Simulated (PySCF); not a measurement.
# CH9GeNSi: the cost of one run

Programs: PySCF 2.14.0, with density-fitted response routines of our own. Each step states its level of theory. These are calculated values for one molecule in the gas phase, unless marked as measured. Atoms count from 0, in the outputs and in this text.

## 1. The molecule as given

13 atoms, charge 0, multiplicity 1; geometry from: GFN2-xTB. The atoms were then displaced at random by about 0.01 Å, so the start is not that level's minimum.

Bonds of the start (Å): C0–N1 1.44, N1–Si2 1.74, N1–Ge3 1.85, C0–H4 1.08, C0–H5 1.13, C0–H6 1.09, Si2–H7 1.46, Si2–H8 1.45, Si2–H9 1.45, Ge3–H10 1.46, Ge3–H11 1.50, Ge3–H12 1.48.

## 2. Geometry optimisation at PBE0-D3(BJ)/def2-SVP

Job settings and geometry (Å):

```
{"job": {"xc": "PBE0", "basis": "def2-SVP", "d3": "d3bj", "grid": 1, "shake": 0.01, "kind": "geom"}, "charge": 0, "multiplicity": 1}
C      0.383840     1.421160     0.237100
N     -0.026530     0.112780    -0.205380
Si    -1.717850    -0.301420    -0.095410
Ge     1.348360    -1.127390    -0.192220
H      0.397480     1.525220     1.314290
H     -0.353730     2.187990    -0.141290
H      1.364180     1.691990    -0.156770
H     -2.148720    -0.400580     1.300640
H     -2.425380     0.788790    -0.737290
H     -1.835500    -1.587050    -0.757130
H      2.477400    -0.492660    -0.866510
H      0.831880    -2.335940    -0.908550
H      1.710400    -1.499780     1.198190
```

Launch:

```
> OMP_NUM_THREADS=1 python probes_run.py task.json out
```

This one command runs all jobs of the session in turn.

Q: Estimate the wall time and peak memory of this first job on 1 thread of Arm Neoverse V1, shared host.

About 59 s, with a peak of 0.51 GiB.
